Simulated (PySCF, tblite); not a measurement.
**C6H11FOSi: geometry, infrared bands and NMR shifts**

Wanted: the infrared bands and NMR shifts of C6H11FOSi (`C=CC(=O)[Si@H](F)C(C)C`), by calculation.

Computed with tblite 0.8.0 and PySCF 2.14.0, with density-fitted response routines of our own, on a single molecule in the gas phase. Atoms count from 0, in the outputs and in this text.

## 1. Starting geometry

20 atoms, charge 0, multiplicity 1; geometry from: force field or distance geometry start.

Bonds of the start (Å): C0–C1 1.35, C1–C2 1.48, C2–O3 1.22, C2–Si4 1.89, Si4–F5 1.62, Si4–C6 1.92, C6–C7 1.54, C6–C8 1.53, C0–H9 1.09, C0–H10 1.07, C1–H11 1.08, Si4–H12 1.49, C6–H13 1.10, C7–H14 1.09, C7–H15 1.09, C7–H16 1.10, C8–H17 1.09, C8–H18 1.10, C8–H19 1.09.

## 2. Optimising the geometry with GFN2-xTB

The job: settings as JSON, then the geometry in Å.

```
{"job": {"kind": "relax", "xc": "GFN2-xTB", "basis": "xTB"}, "charge": 0, "multiplicity": 1}
C      3.620700    -0.076000     0.791600
C      2.561100    -0.484300     0.058200
C      1.243500    -0.641800     0.709900
O      1.009300    -0.394400     1.878300
Si    -0.210100    -1.222900    -0.357100
F      0.287000    -1.351400    -1.893400
C     -1.647500     0.046300    -0.379300
C     -2.350300     0.164600     0.983900
C     -1.213600     1.430200    -0.859500
H      3.512600     0.160300     1.854200
H      4.589000     0.039700     0.339500
H      2.669100    -0.723200    -0.985100
H     -0.734500    -2.552100     0.061800
H     -2.372300    -0.350400    -1.099100
H     -2.722000    -0.806200     1.327500
H     -1.693200     0.563800     1.763300
H     -3.221800     0.829800     0.908900
H     -0.490900     1.884900    -0.181500
H     -2.083100     2.107200    -0.919100
H     -0.758200     1.386600    -1.850200
```

Run with:

```
OMP_NUM_THREADS=1 python probes_run.py task.json out
```

The driver reads the jobs from task.json and runs them one after another.

**Question.** This job is followed by: GFN2-xTB harmonic vibrations, gas phase; GIAO PBE0/pcSseg-1 NMR shielding, non-relativistic, gas phase. What will the session give for the following? strongest single infrared mode (GFN2-xTB); zero-point energy (GFN2-xTB); 13C shifts against TMS (PBE0/pcSseg-1); 1H shifts against TMS (PBE0/pcSseg-1, means over atoms taken as alike); 17O shifts against H2O (PBE0/pcSseg-1); 29Si shifts against TMS (PBE0/pcSseg-1); 19F shifts against CFCl3 (PBE0/pcSseg-1).

As calculated:

| quantity | value |
| --- | --- |
| strongest single infrared mode (GFN2-xTB) | 2332 cm⁻¹, 259 km/mol |
| zero-point energy (GFN2-xTB) | 96.9 kcal/mol |
| 13C shifts against TMS (PBE0/pcSseg-1) | 236.8, 139.9, 132.9, 20.7, 18.3, 16.5 ppm |
| 1H shifts against TMS (PBE0/pcSseg-1, means over atoms taken as alike) | 7.51, 6.62, 5.84, 4.96, 1.40, 1.16, 1.11 ppm |
| 17O shifts against H2O (PBE0/pcSseg-1) | 807.7 ppm |
| 29Si shifts against TMS (PBE0/pcSseg-1) | -12.6 ppm |
| 19F shifts against CFCl3 (PBE0/pcSseg-1) | -215.3 ppm |

What this shows: Over 56 steps the energy fell by 0.106 eV; of the close pairs, Si4–H12 changed most, 1.489 to 1.454 Å. All 54 modes are real, so the xTB geometry is a minimum. The strongest single mode, at 2332 cm⁻¹, moves mainly H12. GFN2-xTB is a fitted tight-binding method: band positions and strengths are rough. Its intensities can rank the bands wrongly. The most deshielded hydrogen is H11 (hydrogen on an α carbon of a C=C–C=O unit), at 7.51 ppm: attached to an sp2 carbon and in the plane of the double bond. At PBE0/pcSseg-1: The widest tensor belongs to O3: span 1796 ppm, with a paramagnetic part of -873 ppm.
